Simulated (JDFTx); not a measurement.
# Nb2SnC (P6_3/mmc) in JDFTx: reference runs

Reference runs on Nb2SnC: the cell as given.

Program: JDFTx 1.7.0 (patched build). These are calculated values, not measurements. Logs are shortened: lines on timing, memory, paths and dates and some standing lists are left out, and cuts for length are marked. The log counts tension as positive stress, the text compression.

## (1) The structure

It takes space group P6_3/mmc (No. 194, hexagonal). The conventional cell has a = 3.283 Å, b = 3.283 Å, c = 13.769 Å, α = 90.00°, β = 90.00°, γ = 120.00°. Sn (site symmetry -6m2) has 6 Nb at 2.98 Å and 6 Sn at 3.28 Å as nearest neighbours. Nb (site symmetry 3m) has 3 C at 2.22 Å as nearest neighbours. C (site symmetry -3m) has 6 Nb at 2.22 Å as nearest neighbours.

The cell comes from a database or a generator and needn't be the stable form of this composition.

## (2) Single point, PBEsol

Nb2SnC.in

```
lattice \
    6.2043621705    -3.1021810852     0.0000000000 \
    0.0000000000     5.3731352540     0.0000000000 \
    0.0000000000     0.0000000000    26.0189050026
coords-type Lattice
ion Sn     0.6666666667     0.3333333333     0.2500000000 1
ion Sn     0.3333333333     0.6666666667     0.7500000000 1
ion Nb     0.6666666667     0.3333333333     0.9166842900 1
ion Nb     0.6666666667     0.3333333333     0.5833157100 1
ion Nb     0.3333333333     0.6666666667     0.4166842900 1
ion Nb     0.3333333333     0.6666666667     0.0833157100 1
ion C      0.0000000000     0.0000000000     0.5000000000 1
ion C      0.0000000000     0.0000000000     0.0000000000 1

ion-species pseudo/Sn.upf
ion-species pseudo/Nb.upf
ion-species pseudo/C.upf
elec-cutoff 41 328
elec-ex-corr gga-PBEsol
kpoint-folding 9 9 2
elec-smearing Fermi 0.0018374661
elec-n-bands 55
electronic-SCF nIterations 100 energyDiffThreshold 1e-09
electronic-minimize nIterations 30 energyDiffThreshold 1e-7
converge-empty-states yes
forces-output-coords Cartesian

dump-name run.$VAR
dump End Ecomponents EigStats BandEigs Kpoints Forces Stress ElecDensity Dtot KEdensity
```

Potentials or basis: PseudoDojo-SR-PBEsol-0.4.1-standard with smoothed tails.

Started as:

```
jdftx -c 1 -i Nb2SnC.in -o Nb2SnC.out
```

Log:

```text
*************** JDFTx 1.7.0 (patched build) ***************

Input parsed successfully to the following command list (including defaults):
[... the input with its defaults ...]

---------- Setting up symmetries ----------

Found 24 point-group symmetries of the bravais lattice
Found 24 space-group symmetries with basis
Applied RMS atom displacement 3.10218e-10 bohrs to make symmetries exact.

---------- Initializing the Grid ----------
R =
[      6.20436     -3.10218            0  ]
[            0      5.37314            0  ]
[            0            0      26.0189  ]
unit cell volume = 867.389
G =
[     1.0127   0.584685         -0  ]
[          0    1.16937          0  ]
[          0         -0   0.241485  ]
Minimum fftbox size, Smin = [  52  52  216  ]
Chosen fftbox size, S = [  54  54  216  ]

---------- Initializing tighter grid for wavefunction operations ----------
R =
[      6.20436     -3.10218            0  ]
[            0      5.37314            0  ]
[            0            0      26.0189  ]
unit cell volume = 867.389
G =
[     1.0127   0.584685         -0  ]
[          0    1.16937          0  ]
[          0         -0   0.241485  ]
Minimum fftbox size, Smin = [  36  36  152  ]
Chosen fftbox size, S = [  36  36  160  ]

---------- Exchange Correlation functional ----------
Initalized PBEsol GGA exchange.
Initalized PBEsol GGA correlation.

---------- Setting up pseudopotentials ----------
Width of ionic core gaussian charges (only for fluid interactions / plotting) set to 0

Reading pseudopotential file 'pseudo/Sn.upf':
  'Sn' pseudopotential, 'PBESOL' functional
  Generated using ONCVPSP code by D. R. Hamann
  14 valence electrons, 3 orbitals, 6 projectors, 1001 radial grid points, with lMax = 2
    4D    l: 2   occupation: 10.0   eigenvalue: -0.947846
    5S    l: 0   occupation:  2.0   eigenvalue: -0.389375
    5P    l: 1   occupation:  2.0   eigenvalue: -0.136297
  Core radius for overlap checks: 2.33 bohrs.

Reading pseudopotential file 'pseudo/Nb.upf':
  'Nb' pseudopotential, 'PBESOL' functional
  Generated using ONCVPSP code by D. R. Hamann
  13 valence electrons, 4 orbitals, 6 projectors, 1001 radial grid points, with lMax = 2
    4S    l: 0   occupation:  2.0   eigenvalue: -2.144371
    4P    l: 1   occupation:  6.0   eigenvalue: -1.267571
    4D    l: 2   occupation:  4.0   eigenvalue: -0.112300
    5S    l: 0   occupation:  1.0   eigenvalue: -0.147497
  Core radius for overlap checks: 1.37 bohrs.

Reading pseudopotential file 'pseudo/C.upf':
  'C' pseudopotential, 'PBESOL' functional
[... 38 lines left out ...]
LCAOMinimize: Converged (|Delta F|<1.000000e-06 for 2 iters).

-------- Electronic minimization -----------
Will mix electronic density at each iteration.
	FillingsUpdate:  mu: +0.626043808  nElectrons: 88.000000
	FillingsUpdate:  mu: +0.614826716  nElectrons: 88.000000
SCF: Cycle:  0   F: -376.902551226275023   dF: -2.045e-01   |Residual|: 9.067e-02   |deigs|: 7.350e-03
	FillingsUpdate:  mu: +0.611613998  nElectrons: 88.000000
SCF: Cycle:  1   F: -376.908410164671807   dF: -5.859e-03   |Residual|: 5.007e-02   |deigs|: 7.656e-03
	FillingsUpdate:  mu: +0.608102633  nElectrons: 88.000000
SCF: Cycle:  2   F: -376.909871704187140   dF: -1.462e-03   |Residual|: 1.376e-02   |deigs|: 7.946e-03
	FillingsUpdate:  mu: +0.608800729  nElectrons: 88.000000
SCF: Cycle:  3   F: -376.910037958002022   dF: -1.663e-04   |Residual|: 5.621e-03   |deigs|: 1.620e-03
	FillingsUpdate:  mu: +0.608765600  nElectrons: 88.000000
SCF: Cycle:  4   F: -376.910079465300328   dF: -4.151e-05   |Residual|: 2.409e-03   |deigs|: 3.503e-04
	FillingsUpdate:  mu: +0.608633493  nElectrons: 88.000000
SCF: Cycle:  5   F: -376.910098028253628   dF: -1.856e-05   |Residual|: 7.585e-04   |deigs|: 3.265e-04
	FillingsUpdate:  mu: +0.608569046  nElectrons: 88.000000
SCF: Cycle:  6   F: -376.910104569098280   dF: -6.541e-06   |Residual|: 1.066e-03   |deigs|: 1.623e-04
	FillingsUpdate:  mu: +0.608614867  nElectrons: 88.000000
SCF: Cycle:  7   F: -376.910108033137590   dF: -3.464e-06   |Residual|: 1.670e-04   |deigs|: 1.357e-04
[... 11 lines left out ...]
SCF: Cycle: 13   F: -376.910111444916140   dF: -5.152e-08   |Residual|: 2.941e-05   |deigs|: 1.983e-05
	FillingsUpdate:  mu: +0.608608531  nElectrons: 88.000000
SCF: Cycle: 14   F: -376.910111471391758   dF: -2.648e-08   |Residual|: 1.282e-05   |deigs|: 1.552e-05
	FillingsUpdate:  mu: +0.608608524  nElectrons: 88.000000
SCF: Cycle: 15   F: -376.910111485303844   dF: -1.391e-08   |Residual|: 9.965e-06   |deigs|: 1.520e-05
	FillingsUpdate:  mu: +0.608608239  nElectrons: 88.000000
SCF: Cycle: 16   F: -376.910111492131705   dF: -6.828e-09   |Residual|: 2.701e-06   |deigs|: 1.851e-05
	FillingsUpdate:  mu: +0.608608209  nElectrons: 88.000000
SCF: Cycle: 17   F: -376.910111494989678   dF: -2.858e-09   |Residual|: 3.608e-06   |deigs|: 9.428e-06
	FillingsUpdate:  mu: +0.608608254  nElectrons: 88.000000
SCF: Cycle: 18   F: -376.910111497005232   dF: -2.016e-09   |Residual|: 2.185e-06   |deigs|: 1.316e-05
	FillingsUpdate:  mu: +0.608608184  nElectrons: 88.000000
SCF: Cycle: 19   F: -376.910111497926096   dF: -9.209e-10   |Residual|: 5.274e-07   |deigs|: 8.130e-06
	FillingsUpdate:  mu: +0.608608180  nElectrons: 88.000000
SCF: Cycle: 20   F: -376.910111498454967   dF: -5.289e-10   |Residual|: 6.778e-07   |deigs|: 5.488e-06
SCF: Converged (|Delta E|<1.000000e-09 for 2 iters).

Setting wave functions to eigenvectors of Hamiltonian
Converging empty states (this may take a while):
EmptyStates: None of the convergence criteria satisfied.
|deigs|: 3.096e-04

# Stress tensor in Cartesian coordinates [Eh/a0^3]:
[  0.000229135            0            0  ]
[            0  0.000229135            0  ]
[            0            0  0.000178926  ]

# Ionic positions in lattice coordinates:
ion Sn   0.666666666666667   0.333333333333333   0.250000000000000 1
ion Sn   0.333333333333333   0.666666666666667   0.750000000000000 1
ion Nb   0.666666666666667   0.333333333333333   0.916684290000000 1
ion Nb   0.666666666666667   0.333333333333333   0.583315710000000 1
ion Nb   0.333333333333333   0.666666666666667   0.416684290000000 1
ion Nb   0.333333333333333   0.666666666666667   0.083315710000000 1
ion C   0.000000000000000   0.000000000000000   0.500000000000000 1
ion C   0.000000000000000   0.000000000000000   0.000000000000000 1

# Forces in Cartesian coordinates:
force Sn  -0.000000000000000  -0.000000000000000  -0.000000000000000 1
force Sn   0.000000000000000   0.000000000000000  -0.000000000000000 1
force Nb  -0.000000000000000  -0.000000000000000   0.010563554857308 1
force Nb  -0.000000000000000  -0.000000000000000  -0.010563554857309 1
force Nb  -0.000000000000000  -0.000000000000000   0.010563554857308 1
force Nb   0.000000000000000   0.000000000000000  -0.010563554857307 1
force C   0.000000000000000   0.000000000000000  -0.000000000000000 1
force C   0.000000000000000   0.000000000000000   0.000000000000000 1

# Energy components:
   Eewald =     -312.7380292882268691
       EH =       63.0992518007142280
     Eloc =     -229.4969453809289064
      Enl =      -13.5518600998192706
      Exc =      -99.9027457011359417
 Exc_core =       41.5199292372595892
       KE =      174.1615098110389681
-------------------------------------
     Etot =     -376.9088896210982966
       TS =        0.0012218773566487
-------------------------------------
        F =     -376.9101114984549667

IonicMinimize: Iter:   0  F: -376.910111498454967  |grad|_K:  4.313e-03
IonicMinimize: None of the convergence criteria satisfied after 0 iterations.

#--- Lowdin population analysis ---
# oxidation-state Sn -0.062 -0.062
# oxidation-state Nb +0.360 +0.360 +0.360 +0.360
# oxidation-state C -0.538 -0.538

Dumping 'run.eigStats' ...
	eMin: -1.419915 at state 0 ( [ +0.000000 +0.000000 +0.000000 ] spin 0 )
	HOMO: +0.607725 at state 10 ( [ +0.111111 +0.111111 +0.000000 ] spin 0 )
	mu  : +0.608608
	LUMO: +0.609249 at state 17 ( [ +0.111111 +0.444444 +0.500000 ] spin 0 )
	eMax: +0.773501 at state 22 ( [ +0.333333 +0.333333 +0.000000 ] spin 0 )
	HOMO-LUMO gap: +0.001525
	Optical gap  : +0.004027 at state 22 ( [ +0.333333 +0.333333 +0.000000 ] spin 0 )
WARNING: the last solve of the electrons (or of bands or displaced states from it) ended unconverged.
Done!
```

It took 10 min on 1 thread of Intel Xeon 6975P-C (Granite Rapids), shared host; peak memory 0.83 GiB.

What came out:

```
Free energy            : -10256.2466 eV
Pressure               : -6.2 GPa
Largest force          : 0.543 eV/Å
Band gap on the k mesh : none (metal or under the smearing width)
Loewdin charges        : Sn -0.06; Nb +0.36; C -0.54 e
```

Forces on the atoms (eV/Å):
```
Sn   0.000  0.000  0.000
Sn   0.000  0.000  0.000
Nb   0.000  0.000  0.543
Nb   0.000  0.000 -0.543
Nb   0.000  0.000  0.543
Nb   0.000  0.000 -0.543
C    0.000  0.000  0.000
C    0.000  0.000  0.000
```

Caveat: the empty levels aren't tightly converged.
